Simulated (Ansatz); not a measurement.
The system is LiPb.

```
Pb Li
1.0
     2.49350    1.43962    2.06267
    -2.49350    1.43962    2.06267
     0.00000   -2.87925    2.06267
Pb Li
1 1
Direct
  0.00000 0.00000 0.00000
  0.50000 0.50000 0.50000
```

- Program: Ansatz 0.2.0
- Task: relaxation of cell and atoms
- Functional: revPBE
- Potentials or basis: Ansatz PAW
- Cutoff: 420 eV (not typed: the program's choice for these potentials)
- k mesh: 8 × 8 × 8
- Occupations: fermi-dirac, width 0.05 eV
- Spin: no spin polarisation

At the start: volume 22.21 Å³/atom.

Q: Where does the relaxation end?

A: It ends after 6 steps and the volume is 23.61 Å³/atom (+6.3 %); space group Pm-3m (No. 221, to 0.05 Å).

Step by step:
| step | energy change (eV) | largest force (eV/Å) | volume (Å³) |
| --- | --- | --- | --- |
| 1 | 0.0000 | 0.0000 | 44.43 |
| 2 | -0.0162 | 0.0000 | 47.79 |
| 3 | -0.0169 | 0.0000 | 47.30 |
| 4 | -0.0170 | 0.0000 | 47.22 |
| 5 | -0.0170 | 0.0000 | 47.21 |
| 6 | -0.0172 | 0.0000 | 47.21 |

Final structure:
```
Pb Li
1.0
     2.55462    1.47491    2.08833
    -2.55462    1.47491    2.08833
     0.00000   -2.94982    2.08833
Pb Li
1 1
Direct
  0.00000 0.00000 0.00000
  0.50000 0.50000 0.50000
```

Caveat: the plane-wave basis is chosen anew once the cell has moved, so the energies of steps on either side of that aren't comparable; the PAW data sets come from PBE, with cores solved anew for the run's functional, which leaves a small shift of forces and pressure.
